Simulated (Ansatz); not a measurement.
# Sn2GeO3: the cost of one run

Program: Ansatz 0.2.0. Level of theory: DFT PBE, scalar-relativistic, plane waves, PAW, unless a step names another level. These are calculated values, not measurements.

14 further runs of the same task are left out: 2 that didn't finish, 12 set aside as unsound or not needed.

## 1. What the formula suggests

Pauling electronegativities: Sn 1.96, Ge 2.01, O 3.44 (spread 1.48). The formula balances with common oxidation states: Ge +2, Sn +2, O -2. Tabulated atomic sizes suggest about 16 Å³/atom. 28 candidates were drawn, by swapping species into database cells of other compounds, at random by space group and Wyckoff sites, or by hand, as the table says; time allowed 24 of them to run, and these are listed.

| name | made from | space group no. | Wyckoff sites | atoms (primitive cell) | V (Å³/atom) |
| --- | --- | --- | --- | --- | --- |
| c01 | random | 164 | Sn 2d; Ge 1a; O 3e | 6 | 17.0 |
| c02 | random | 164 | Sn 2c; Ge 1b; O 1a, 2d | 6 | 19.0 |
| c03 | random | 187 | Sn 2i; Ge 1f; O 2h, 1e | 6 | 18.5 |
| c04 | built by hand: litharge SnO, in-plane row-ordered tripled cell | 59 | Sn 4e; Ge 2b; O 4e, 2a | 12 | 16.4 |
| c06 | database cell of Hf2CuSb3 | 115 | Sn 2g; Ge 1a; O 1b, 2g | 6 | 15.9 |
| c07 | random | 189 | Sn 2d; Ge 1a; O 3f | 6 | 20.7 |
| c08 | database cell of Pr3MgAl2 | 123 | Sn 2g; Ge 1a; O 2h, 1d | 6 | 20.6 |
| c09 | database cell of Nd2Ge3Rh | 25 | Sn 1d, 1c; Ge 1b; O 1a, 1a, 1b | 6 | 17.8 |
| c10 | built by hand: rocksalt, (111) layer-ordered 2:1 | 164 | Sn 2d; Ge 1a; O 2d, 1b | 6 | 16.3 |
| c12 | database cell of NaFe2O3 | 164 | Sn 2d; Ge 1b; O 2d, 1a | 6 | 15.2 |
| c14 | built by hand: litharge SnO, layer-ordered 1:2 stacking | 129 | Sn 2c, 2c; Ge 2c; O 4f, 2a | 12 | 16.3 |
| c16 | database cell of ErCo3Ge2 | 183 | Sn 2b; Ge 1a; O 3c | 6 | 15.9 |
| c17 | database cell of CsAu3S2 | 164 | Sn 2d; Ge 1b; O 3e | 6 | 18.0 |
| c18 | built by hand: litharge SnO, Janus-layer ordered | 129 | Sn 2c, 2c; Ge 2c; O 4f, 2a | 12 | 16.3 |
| c19 | random | 12 | Sn 2b, 2c; Ge 2a; O 4e, 2d | 6 | 19.2 |
| c20 | built by hand: Sr2CuO3 | 71 | Sn 4i; Ge 2a; O 4i, 2d | 6 | 16.3 |
| c21 | random | 156 | Sn 1b, 1a; Ge 1b; O 3d | 6 | 17.1 |
| c22 | database cell of Ce2CuSi3 | 187 | Sn 2h; Ge 1f; O 1e, 1b, 1a | 6 | 16.7 |
| c23 | random | 123 | Sn 1d, 1a; Ge 1c; O 1b, 2e | 6 | 17.3 |
| c24 | database cell of LaGa2Rh3 | 191 | Sn 2c; Ge 1a; O 3g | 6 | 16.5 |
| c25 | random | 47 | Sn 1g, 1h; Ge 1a; O 2r, 1d | 6 | 17.0 |
| c26 | database cell of Li3GdBi2 | 164 | Sn 2d; Ge 1a; O 1b, 2d | 6 | 19.2 |
| c27 | database cell of Bi3Pt2Pb | 6 | Sn 1b, 1a; Ge 1b; O 1b, 1a, 1a | 6 | 18.0 |
| c28 | random | 166 | Sn 6c; Ge 3a; O 9e | 6 | 18.0 |

## 2. Screening run of c04

Contents of input.yaml:

```yaml
crystal:
  lattice:
    - [3.8, 0.0, 0.0]
    - [0.0, 11.25, 0.0]
    - [0.0, 0.0, 4.6]
  atoms:
    - { symbol: Sn, position: [0.0, 0.8333, 0.762] }
    - { symbol: Sn, position: [0.0, 0.1667, 0.762] }
    - { symbol: Sn, position: [0.5, 0.6667, 0.238] }
    - { symbol: Sn, position: [0.5, 0.3333, 0.238] }
    - { symbol: Ge, position: [0.0, 0.5, 0.762] }
    - { symbol: Ge, position: [0.5, 0.0, 0.238] }
    - { symbol: O, position: [0.0, 0.6667, 0.0] }
    - { symbol: O, position: [0.0, 0.3333, 0.0] }
    - { symbol: O, position: [0.0, 0.0, 0.0] }
    - { symbol: O, position: [0.5, 0.8333, 0.0] }
    - { symbol: O, position: [0.5, 0.1667, 0.0] }
    - { symbol: O, position: [0.5, 0.5, 0.0] }
basis:
  ecutwfc: 420
kpoints:
  mp_grid: { grid: [3, 1, 3] }
hamiltonian:
  xc: pbe
scf:
  occupations: { method: gaussian, width: 0.15 }
  lower_state_search: "off"
output:
  forces: true
  stress: true
  eigenvalues: true
relax:
  adjacent_minimum: "off"
  f_tol: 0.08
  max_steps: 16
  cell: { stress_tol: 0.8 }
```

Started as:

```console
$ ansatz run input.yaml --threads 1 --pin off --max-ram 2560MiB --backend cpu --events-out ev --progress --plain --runs-dir out
```

Q: Estimate wall time and peak memory on 1 thread of Intel Xeon at 2.70GHz, shared host.

About 41 s, with a peak of 0.51 GiB.
